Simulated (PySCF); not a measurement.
# FeBr₃: ligand-field states, spin distribution, part 2 of 2

PySCF 2.14.0. Atoms count from 0. The steps go on from the part before.

## 6. Spin distribution: unrestricted DFT, spin states

What the job is given:

```
{"job": {"kind": "spin", "xc": "B3LYP"}, "charge": 0, "metal": "Fe", "open_shell": "d5"}
Fe     0.000000     0.000000     0.000000
Br     2.275046     0.000000    -0.000000
Br    -1.105938     1.991142    -0.000000
Br    -1.105938    -1.991142    -0.000000
```

Method: unrestricted DFT energies of the spin multiplicities at one geometry, beside CASSCF and NEVPT2 of the metal shell.

What it wrote:

```text
multiplicity 6
final grid: 52480 points
cycle   1  E = -9088.7749246297  dE =  1.561e+00  |g| = 2.398e+00  |ddm| = 1.467e+00
cycle   2  E = -9073.3596171694  dE =  1.542e+01  |g| = 5.251e+00  |ddm| = 8.581e+00
cycle   3  E = -9087.9799014662  dE = -1.462e+01  |g| = 2.947e+00  |ddm| = 8.561e+00
cycle   4  E = -9088.8229808560  dE = -8.431e-01  |g| = 2.504e+00  |ddm| = 5.751e-01
cycle   5  E = -9088.0390643302  dE =  7.839e-01  |g| = 2.917e+00  |ddm| = 7.093e-01
cycle   6  E = -9087.9655199049  dE =  7.354e-02  |g| = 2.685e+00  |ddm| = 9.439e-01
cycle   7  E = -9089.5368219085  dE = -1.571e+00  |g| = 1.641e+00  |ddm| = 1.381e+00
cycle   8  E = -9090.2899324312  dE = -7.531e-01  |g| = 4.754e-01  |ddm| = 1.326e+00
cycle   9  E = -9090.4015624763  dE = -1.116e-01  |g| = 8.852e-02  |ddm| = 5.209e-01
cycle  10  E = -9090.4045700839  dE = -3.008e-03  |g| = 4.877e-02  |ddm| = 1.281e-01
cycle  11  E = -9090.4058347597  dE = -1.265e-03  |g| = 2.068e-02  |ddm| = 6.523e-02
cycle  12  E = -9090.4060318434  dE = -1.971e-04  |g| = 4.097e-03  |ddm| = 1.799e-02
cycle  13  E = -9090.4060487530  dE = -1.691e-05  |g| = 1.955e-03  |ddm| = 7.429e-03
cycle  14  E = -9090.4060541936  dE = -5.441e-06  |g| = 3.770e-04  |ddm| = 4.785e-03
cycle  15  E = -9090.4060546936  dE = -5.000e-07  |g| = 2.177e-04  |ddm| = 1.686e-03
converged SCF energy = -9090.4060546936
multiplicity 4
final grid: 52480 points
cycle   1  E = -9089.8257970363  dE =  4.321e-01  |g| = 1.393e+00  |ddm| = 1.038e+00
cycle   2  E = -9077.1159237204  dE =  1.271e+01  |g| = 4.506e+00  |ddm| = 8.069e+00
cycle   3  E = -9089.7064429146  dE = -1.259e+01  |g| = 1.581e+00  |ddm| = 8.058e+00
cycle   4  E = -9089.7849466952  dE = -7.850e-02  |g| = 1.485e+00  |ddm| = 3.767e-01
cycle   5  E = -9089.5901088074  dE =  1.948e-01  |g| = 1.541e+00  |ddm| = 1.148e+00
cycle   6  E = -9090.1881716199  dE = -5.981e-01  |g| = 7.402e-01  |ddm| = 6.722e-01
cycle   7  E = -9090.3676261950  dE = -1.795e-01  |g| = 9.844e-02  |ddm| = 5.046e-01
cycle   8  E = -9090.3721163591  dE = -4.490e-03  |g| = 6.729e-02  |ddm| = 1.873e-01
cycle   9  E = -9090.3751103455  dE = -2.994e-03  |g| = 2.204e-02  |ddm| = 8.321e-02
cycle  10  E = -9090.3754898096  dE = -3.795e-04  |g| = 5.878e-03  |ddm| = 2.767e-02
cycle  11  E = -9090.3756752051  dE = -1.854e-04  |g| = 5.156e-03  |ddm| = 3.020e-02
cycle  12  E = -9090.3757513030  dE = -7.610e-05  |g| = 3.279e-03  |ddm| = 2.141e-02
cycle  13  E = -9090.3757723141  dE = -2.101e-05  |g| = 1.257e-03  |ddm| = 1.194e-02
cycle  14  E = -9090.3757767192  dE = -4.405e-06  |g| = 7.897e-04  |ddm| = 5.925e-03
cycle  15  E = -9090.3757781074  dE = -1.388e-06  |g| = 5.215e-04  |ddm| = 1.707e-03
cycle  16  E = -9090.3757797268  dE = -1.619e-06  |g| = 5.112e-04  |ddm| = 2.059e-03
cycle  17  E = -9090.3757705606  dE =  9.166e-06  |g| = 4.438e-04  |ddm| = 1.276e-02
cycle  18  E = -9090.3757604696  dE =  1.009e-05  |g| = 5.451e-04  |ddm| = 1.953e-02
cycle  19  E = -9090.3757568059  dE =  3.664e-06  |g| = 5.670e-04  |ddm| = 1.210e-02
cycle  20  E = -9090.3757556280  dE =  1.178e-06  |g| = 3.400e-04  |ddm| = 7.253e-03
cycle  21  E = -9090.3757553447  dE =  2.833e-07  |g| = 1.608e-04  |ddm| = 2.847e-03
converged SCF energy = -9090.3757553447
```

Wall time 25 s (1 thread of AMD EPYC 9R14, shared host); peak memory 0.57 GiB.

## 7. Spin distribution: unrestricted DFT, spin states

What the job is given:

```
{"job": {"kind": "spin", "xc": "PBE0"}, "charge": 0, "metal": "Fe", "open_shell": "d5"}
Fe     0.000000     0.000000     0.000000
Br     2.275046     0.000000    -0.000000
Br    -1.105938     1.991142    -0.000000
Br    -1.105938    -1.991142    -0.000000
```

With the program's defaults for keys left out, this is: unrestricted DFT energies of the spin multiplicities at one geometry, beside CASSCF and NEVPT2 of the metal shell.

What it wrote:

```text
multiplicity 6
final grid: 52480 points
cycle   1  E = -9088.8757156299  dE =  2.382e-01  |g| = 1.013e+00  |ddm| = 7.966e-01
cycle   2  E = -9085.9975836452  dE =  2.878e+00  |g| = 3.205e+00  |ddm| = 2.224e+00
cycle   3  E = -9089.1176572531  dE = -3.120e+00  |g| = 3.751e-01  |ddm| = 1.724e+00
cycle   4  E = -9089.1652378844  dE = -4.758e-02  |g| = 5.300e-02  |ddm| = 2.834e-01
cycle   5  E = -9089.1657690765  dE = -5.312e-04  |g| = 3.593e-02  |ddm| = 6.428e-02
cycle   6  E = -9089.1661979955  dE = -4.289e-04  |g| = 6.878e-03  |ddm| = 2.654e-02
cycle   7  E = -9089.1662173712  dE = -1.938e-05  |g| = 9.336e-04  |ddm| = 5.881e-03
cycle   8  E = -9089.1662183511  dE = -9.799e-07  |g| = 3.806e-04  |ddm| = 1.907e-03
converged SCF energy = -9089.1662183511
multiplicity 4
final grid: 52480 points
cycle   1  E = -9088.8147356481  dE =  2.110e-01  |g| = 1.030e+00  |ddm| = 8.542e-01
cycle   2  E = -9082.8665011248  dE =  5.948e+00  |g| = 4.014e+00  |ddm| = 5.122e+00
cycle   3  E = -9089.1049484006  dE = -6.238e+00  |g| = 2.277e-01  |ddm| = 4.960e+00
cycle   4  E = -9089.1230300279  dE = -1.808e-02  |g| = 8.830e-02  |ddm| = 2.691e-01
cycle   5  E = -9089.1257993855  dE = -2.769e-03  |g| = 4.082e-02  |ddm| = 1.033e-01
cycle   6  E = -9089.1273503947  dE = -1.551e-03  |g| = 1.674e-02  |ddm| = 5.977e-02
cycle   7  E = -9089.1281890977  dE = -8.387e-04  |g| = 1.989e-02  |ddm| = 5.208e-02
cycle   8  E = -9089.1290029678  dE = -8.139e-04  |g| = 9.104e-03  |ddm| = 6.464e-02
cycle   9  E = -9089.1292274838  dE = -2.245e-04  |g| = 3.644e-03  |ddm| = 4.798e-02
cycle  10  E = -9089.1292402876  dE = -1.280e-05  |g| = 1.106e-03  |ddm| = 1.011e-02
cycle  11  E = -9089.1292422390  dE = -1.951e-06  |g| = 5.199e-04  |ddm| = 2.545e-03
cycle  12  E = -9089.1292440865  dE = -1.847e-06  |g| = 4.704e-04  |ddm| = 2.528e-03
cycle  13  E = -9089.1292439809  dE =  1.056e-07  |g| = 4.696e-04  |ddm| = 1.576e-04
converged SCF energy = -9089.1292439809
```

Wall time 16 s (1 thread of AMD EPYC 9R14, shared host); peak memory 0.57 GiB.

Warnings kept with the result: spin contamination in a lower multiplicity.

## 8. Ligand-field states: state-averaged CASSCF (basis x2c-TZVPall)

What the job is given:

```
{"job": {"kind": "lf", "basis": "x2c-TZVPall", "nevpt": true}, "charge": 0, "metal": "Fe", "open_shell": "d5"}
Fe     0.000000     0.000000     0.000000
Br     2.275046     0.000000    -0.000000
Br    -1.105938     1.991142    -0.000000
Br    -1.105938    -1.991142    -0.000000
```

Method: state-averaged CASSCF of the metal d shell, SC-NEVPT2 on the averaged canonical orbitals, state-interaction spin-orbit coupling.

What it wrote:

```text
basis functions 192, electrons 131, active (5e, 5o)
stage 1: DIIS on the effective Fock matrix, level shift 0.30
cycle   1  E = -9076.4106434479  dE = -9.076e+03  max|g| = 3.454e+00
cycle   2  E = -9080.6205053234  dE = -4.210e+00  max|g| = 2.239e+00
cycle   3  E = -9080.7536136240  dE = -1.331e-01  max|g| = 2.632e+00
cycle   4  E = -9083.5103233983  dE = -2.757e+00  max|g| = 7.821e-01
cycle   5  E = -9084.3445417678  dE = -8.342e-01  max|g| = 3.645e-01
cycle   6  E = -9083.8540117294  dE =  4.905e-01  max|g| = 6.362e-01
cycle   7  E = -9083.2209316730  dE =  6.331e-01  max|g| = 1.042e+00
cycle   8  E = -9081.6286872219  dE =  1.592e+00  max|g| = 1.741e+00
cycle   9  E = -9079.5977916982  dE =  2.031e+00  max|g| = 2.401e+00
cycle  10  E = -9079.2496952310  dE =  3.481e-01  max|g| = 2.503e+00
cycle  11  E = -9079.3448998299  dE = -9.520e-02  max|g| = 2.469e+00
cycle  12  E = -9079.4287219995  dE = -8.382e-02  max|g| = 2.442e+00
cycle  13  E = -9079.5025903136  dE = -7.387e-02  max|g| = 2.418e+00
cycle  14  E = -9079.9522988639  dE = -4.497e-01  max|g| = 2.270e+00
cycle  15  E = -9080.0943462869  dE = -1.420e-01  max|g| = 2.223e+00
stage 2: quasi-Newton rotations from the point of smallest gradient
cycle  17  E = -9084.5210494438  dE = -1.765e-01  max|g| = 2.602e-01
cycle  18  E = -9084.6016953368  dE = -8.065e-02  max|g| = 1.742e-01
cycle  20  E = -9084.6102527995  dE = -8.557e-03  max|g| = 9.098e-02
cycle  21  E = -9084.6147417533  dE = -4.489e-03  max|g| = 4.205e-02
cycle  22  E = -9084.6157232627  dE = -9.815e-04  max|g| = 1.432e-02
cycle  23  E = -9084.6159128716  dE = -1.896e-04  max|g| = 1.162e-02
cycle  24  E = -9084.6160017332  dE = -8.886e-05  max|g| = 1.757e-03
cycle  25  E = -9084.6160072447  dE = -5.511e-06  max|g| = 1.737e-03
cycle  26  E = -9084.6160109378  dE = -3.693e-06  max|g| = 3.504e-04
cycle  27  E = -9084.6160112438  dE = -3.060e-07  max|g| = 2.141e-04
cycle  28  E = -9084.6160113874  dE = -1.436e-07  max|g| = 4.209e-05
cycle  29  E = -9084.6160113933  dE = -5.897e-09  max|g| = 2.559e-05
cycle  30  E = -9084.6160113961  dE = -2.805e-09  max|g| = 5.682e-06
converged average energy = -9084.6160113961

 mult deg   label        CASSCF/cm-1   NEVPT2/cm-1
   6   1   6A1                 0.0           0.0
   4   1   4A1             27281.9       19572.8
   4   1   4B2             27548.1       20234.8
   4   1   4B1             26586.0       20371.2
   4   1   4A2             26966.2       20684.6
   4   1   4A2             28138.4       21525.4
   4   1   4B1             28183.8       21560.1
   4   1   4B2             29009.9       25871.9
   4   1   4A1             29033.4       25922.9
   4   1   4A2             31509.4       26456.6
   4   1   4B1             31540.2       26535.0
   4   1   4A1             30581.2       28141.1
   4   1   4B2             33873.3       29019.5
   4   1   4A1             35400.6       29821.8
   4   1   4B2             35498.0       29853.6
   4   1   4A1             36914.9       31971.9
   2   1   2A1             40863.8       34730.0
   2   1   2A2             44737.7       34846.9
   2   1   2B1             44868.8       35004.9
   2   1   2B1             40905.3       35355.2
   2   1   2B1             45767.8       35366.4
   2   1   2A2             45810.6       35390.5
   2   1   2A2             40910.8       35497.8
   2   1   2B1             41115.4       35836.8
   2   1   2A2             41066.4       35905.0
   2   1   2B2             40861.4       35919.7
   2   1   2A1             45777.5       35958.7
   2   1   2B2             41561.8       36029.3
   2   1   2A1             41576.7       36063.8
   2   1   2A1             41067.1       36321.6
   2   1   2B2             46510.3       36809.1
   2   1   2B2             45631.0       36906.8
   2   1   2B2             46597.3       37346.7
   2   1   2A1             47221.1       37756.5
   4   1   4B1             41292.7       38262.3
   4   1   4A2             41391.1       38379.7
   2   1   2A1             46632.0       38515.6
   2   1   2B1             42727.9       38991.9
   2   1   2A2             42735.1       39014.5
   2   1   2B1             47870.5       39109.5
   2   1   2A2             47860.6       39134.7
   2   1   2B2             48073.4       39751.7
   2   1   2A1             48096.1       39779.2
   2   1   2B2             43254.6       40229.2
   2   1   2A1             43256.5       40231.9
   2   1   2A2             48833.8       40932.5
   2   1   2B1             48920.1       40946.7
   2   1   2A1             50433.2       41168.4
   2   1   2A2             49793.5       43247.6
   2   1   2B1             49803.9       43316.6
   4   1   4B2             51416.2       44236.9
   2   1   2B2             50735.8       44654.2
   2   1   2A1             51688.7       46136.6
   2   1   2B1             53693.9       46624.8
   2   1   2B2             51990.3       46636.2
   2   1   2A2             53627.3       46711.1
   4   1   4B1             53659.8       48903.8
   4   1   4A2             53898.3       49083.7
   2   1   2A2             54078.3       49146.3
   2   1   2B1             54036.9       49259.6

spin-orbit levels / cm-1
      0.00  x2  6A1 1.00
      5.90  x2  6A1 1.00
      8.85  x2  6A1 1.00
  19530.85  x2  4A1 0.95
  19540.48  x2  4A1 0.96
  20168.89  x2  4B2 0.79 4B1 0.19
  20224.39  x2  4B2 0.88 4B1 0.06
  20389.10  x2  4B1 0.94 4B2 0.04
  20442.00  x2  4B1 0.78 4B2 0.19
  20690.69  x2  4A2 0.98
  20709.88  x2  4A2 0.96
  21271.01  x2  4A2 0.53 4B1 0.47
  21477.61  x2  4A2 0.58 4B1 0.40
  21659.67  x2  4B1 0.58 4A2 0.40
  21815.51  x2  4B1 0.53 4A2 0.46
  25858.68  x2  4B2 0.94 4A1 0.06
  25879.40  x2  4B2 0.99
  25916.71  x2  4A1 0.94 4B2 0.06
  25931.50  x2  4A1 0.99
  26322.73  x2  4A2 0.61 4B1 0.38
  26410.40  x2  4A2 0.78 4B1 0.20
  26544.51  x2  4B1 0.78 4A2 0.20
  26659.33  x2  4B1 0.61 4A2 0.38
  28131.68  x2  4A1 1.00
  28147.79  x2  4A1 1.00
  28997.36  x2  4B2 0.99
  29026.40  x2  4B2 0.99
  29824.26  x2  4A1 0.77 4B2 0.23
  29849.34  x2  4A1 0.93 4B2 0.06
  29884.10  x2  4B2 0.77 4A1 0.22
```

It took 21 s on 1 thread of AMD EPYC 9R14, shared host; peak memory 0.6 GiB.

In short:

```
             quantity     value
spin-orbit constant ζ  340 cm⁻¹
```

Powder susceptibility:

```
T (K)  χT (cm³ K/mol)  μ(eff)
    2           3.698    5.44
   20           4.367    5.91
  100           4.385    5.92
  300           4.385    5.92
```

## 9. Ligand-field states: state-averaged CASSCF (avg hs)

What the job is given:

```
{"job": {"kind": "lf", "basis": {"metal": "x2c-TZVPall", "ligand": "x2c-SVPall"}, "nevpt": true, "avg": "hs"}, "charge": 0, "metal": "Fe", "open_shell": "d5"}
Fe     0.000000     0.000000     0.000000
Br     2.275046     0.000000    -0.000000
Br    -1.105938     1.991142    -0.000000
Br    -1.105938    -1.991142    -0.000000
```

With the program's defaults for keys left out, this is: state-averaged CASSCF of the metal d shell, SC-NEVPT2 on the averaged canonical orbitals, state-interaction spin-orbit coupling.

What it wrote:

```text
basis functions 144, electrons 131, active (5e, 5o)
stage 1: DIIS on the effective Fock matrix, level shift 0.30
cycle   1  E = -9075.7718147761  dE = -9.076e+03  max|g| = 3.322e+00
cycle   2  E = -9080.6476300702  dE = -4.876e+00  max|g| = 1.826e+00
cycle   3  E = -9082.9531084231  dE = -2.305e+00  max|g| = 1.429e+00
cycle   4  E = -9082.5897274365  dE =  3.634e-01  max|g| = 6.005e-01
cycle   5  E = -9083.1162842336  dE = -5.266e-01  max|g| = 4.219e-01
cycle   6  E = -9082.2136129068  dE =  9.027e-01  max|g| = 8.401e-01
cycle   7  E = -9081.6229787281  dE =  5.906e-01  max|g| = 1.104e+00
cycle   8  E = -9080.1947139803  dE =  1.428e+00  max|g| = 1.687e+00
cycle   9  E = -9081.4898384871  dE = -1.295e+00  max|g| = 1.252e+00
cycle  10  E = -9080.1434786248  dE =  1.346e+00  max|g| = 1.663e+00
cycle  11  E = -9081.8504181116  dE = -1.707e+00  max|g| = 1.190e+00
cycle  12  E = -9080.5637183725  dE =  1.287e+00  max|g| = 1.556e+00
cycle  13  E = -9080.8952913883  dE = -3.316e-01  max|g| = 1.454e+00
cycle  14  E = -9080.5689563837  dE =  3.263e-01  max|g| = 1.621e+00
cycle  15  E = -9080.9847229179  dE = -4.158e-01  max|g| = 1.484e+00
stage 2: quasi-Newton rotations from the point of smallest gradient
cycle  17  E = -9083.3703956111  dE = -2.541e-01  max|g| = 2.274e-01
cycle  18  E = -9083.4235253868  dE = -5.313e-02  max|g| = 3.207e-01
cycle  20  E = -9083.4471970868  dE = -2.367e-02  max|g| = 2.848e-01
cycle  21  E = -9083.4850863333  dE = -3.789e-02  max|g| = 3.815e-02
cycle  22  E = -9083.4868763549  dE = -1.790e-03  max|g| = 2.150e-02
cycle  23  E = -9083.4874781166  dE = -6.018e-04  max|g| = 6.027e-03
cycle  24  E = -9083.4875734467  dE = -9.533e-05  max|g| = 1.839e-03
cycle  25  E = -9083.4875813519  dE = -7.905e-06  max|g| = 5.054e-04
cycle  26  E = -9083.4875820235  dE = -6.715e-07  max|g| = 3.507e-04
cycle  27  E = -9083.4875821423  dE = -1.189e-07  max|g| = 1.487e-04
cycle  28  E = -9083.4875821719  dE = -2.956e-08  max|g| = 4.219e-05
cycle  29  E = -9083.4875821794  dE = -7.496e-09  max|g| = 2.233e-05
cycle  30  E = -9083.4875821805  dE = -1.091e-09  max|g| = 9.732e-06
converged average energy = -9083.4875821805

 mult deg   label        CASSCF/cm-1   NEVPT2/cm-1
   6   1   6A1                 0.0           0.0
   4   1   4B1             30547.5       24107.0
   4   1   4A1             31012.3       24159.6
   4   1   4A2             30806.9       24404.0
   4   1   4B2             31244.4       24642.4
   4   1   4A2             32186.8       25769.1
   4   1   4B1             32231.9       25834.4
   4   1   4B2             32836.9       28204.8
   4   1   4A1             32857.7       28246.1
   4   1   4A2             35046.8       28376.0
   4   1   4B1             35076.9       28409.1
   4   1   4A1             33717.5       29908.2
   4   1   4B2             38226.2       31421.2
   4   1   4A1             39362.3       32159.3
   4   1   4B2             39470.9       32230.7
   4   1   4A1             41358.8       34364.8
   4   1   4B1             44860.3       39335.3
   4   1   4A2             44955.5       39449.5
   2   1   2A1             45983.5       39450.7
   2   1   2B1             46001.9       39648.4
   2   1   2A2             51138.8       39667.5
   2   1   2A2             45990.2       39696.3
   2   1   2B2             45962.4       39794.8
   2   1   2B1             51283.8       39797.4
   2   1   2A2             46130.4       39989.6
   2   1   2B1             46200.2       39990.3
   2   1   2A1             46135.7       40118.1
   2   1   2B2             46544.6       40342.2
   2   1   2A1             46561.2       40373.0
   2   1   2B1             52044.5       41234.2
   2   1   2A2             52075.4       41281.8
   2   1   2B2             51330.8       41543.3
   2   1   2A1             51582.8       41631.2
   2   1   2B2             53005.0       42103.8
   2   1   2A1             52923.5       42228.6
   2   1   2B2             52465.2       42292.7
   2   1   2B1             47516.2       42343.6
   2   1   2A2             47518.2       42350.6
   2   1   2A1             53106.8       42817.3
   2   1   2B2             47999.6       43123.7
   2   1   2A1             48000.3       43124.8
   2   1   2B1             53462.6       43468.9
   2   1   2A2             53449.3       43486.0
   2   1   2B2             53965.4       44158.9
   2   1   2A1             53985.5       44185.4
   2   1   2A2             54735.2       45211.0
   2   1   2B1             54812.6       45235.1
   2   1   2A1             56923.4       45464.3
   2   1   2A2             55692.8       46712.5
   2   1   2B1             55678.1       46753.8
   4   1   4B2             56771.7       47037.2
   2   1   2B2             56773.6       47986.2
   2   1   2A1             57186.4       49210.5
   2   1   2B2             57477.0       49617.7
   2   1   2B1             59997.0       50358.7
   2   1   2A2             59982.3       50438.5
   4   1   4B1             58747.0       50626.3
   4   1   4A2             58893.0       50795.5
   4   1   4A2             59035.8       51119.7
   4   1   4B1             59081.5       51193.3

spin-orbit levels / cm-1
      0.00  x2  6A1 1.00
      4.23  x2  6A1 1.00
      6.34  x2  6A1 1.00
  23990.59  x2  4B1 0.54 4A1 0.42 4A2 0.03
  24049.71  x2  4B1 0.47 4A1 0.46 4B2 0.04
  24116.54  x2  4B1 0.47 4A1 0.41 4B2 0.07
  24223.30  x2  4A1 0.48 4B1 0.44 4B2 0.04
  24387.44  x2  4A2 0.86 4B2 0.10
  24426.54  x2  4A2 0.89 4A1 0.08
  24665.35  x2  4B2 0.90 4A2 0.05
  24713.58  x2  4B2 0.82 4A1 0.11 4A2 0.05
  25522.64  x2  4A2 0.56 4B1 0.43
  25724.06  x2  4A2 0.67 4B1 0.32
  25906.92  x2  4B1 0.67 4A2 0.32
  26049.82  x2  4B1 0.55 4A2 0.43
  28140.49  x2  4A2 0.52 4B1 0.46
  28189.47  x2  4B2 0.91 4A1 0.09
  28213.41  x2  4B2 0.95
  28239.44  x2  4A1 0.89 4B2 0.08
  28255.36  x2  4A1 0.97
  28281.23  x2  4A2 0.57 4B1 0.35 4A1 0.04
  28446.40  x2  4B1 0.59 4A2 0.39
  28643.46  x2  4B1 0.52 4A2 0.46
  29904.49  x2  4A1 1.00
  29910.99  x2  4A1 1.00
  31381.23  x2  4B2 0.98
  31427.23  x2  4B2 0.98
  32153.85  x2  4A1 0.77 4B2 0.22
  32192.48  x2  4A1 0.93 4B2 0.05
  32274.25  x2  4B2 0.93 4A1 0.06
```

Wall time 12 s (1 thread of AMD EPYC 9R14, shared host); peak memory 0.51 GiB.

Key values:

```
             quantity     value
spin-orbit constant ζ  398 cm⁻¹
```

Powder susceptibility:

```
T (K)  χT (cm³ K/mol)  μ(eff)
    2           3.869    5.56
   20           4.376    5.92
  100           4.385    5.92
  300           4.385    5.92
```

## 10. The runs side by side

From the NEVPT2 states (cm⁻¹; the spread is that of the fitted one-electron ligand-field levels):

```
step            setting  ground state    next state  orbital spread  Racah B    ζ  μ(eff), 300 K
   3           as given           6A1  4A1 at 19408           11615      916  338           5.92
   8  basis x2c-TZVPall           6A1  4A1 at 19573           11572      914  340           5.92
   9             avg hs           6A1  4B1 at 24107            9979      947  398           5.92
```

## 11. Results

The summary covers parts 1 to 2.

| quantity | value |
| --- | --- |
| rotational constants (main isotopes) | 0.84, 0.81, 0.41 GHz |
| spin-orbit constant ζ (step 3, state-averaged CASSCF) | 338 cm⁻¹ |
| ground multiplicity, μ(eff) at 300 K (step 3, 3 donors at 2.28 Å) | 6, 5.92 μB |
| ground multiplicity, μ(eff) at 300 K (step 8, 3 donors at 2.28 Å) | 6, 5.92 μB |
| ground multiplicity, μ(eff) at 300 K (step 9, 3 donors at 2.28 Å) | 6, 5.92 μB |

**Reading.** Relaxing lowered the energy by 0.056 eV in 11 steps; the close pair that moved most is Fe0–Br2, from 2.338 to 2.277 Å. The next job takes another geometry, as its input shows. In step 3, χT goes from 3.69 at 2 K to 4.39 cm³ K/mol at 300 K, as higher levels fill or mix in. The spread of the ligand-field levels runs from 9979 cm⁻¹ (avg hs) to 11615 cm⁻¹ (as given); μ(eff) at 300 K: 5.92 μB.
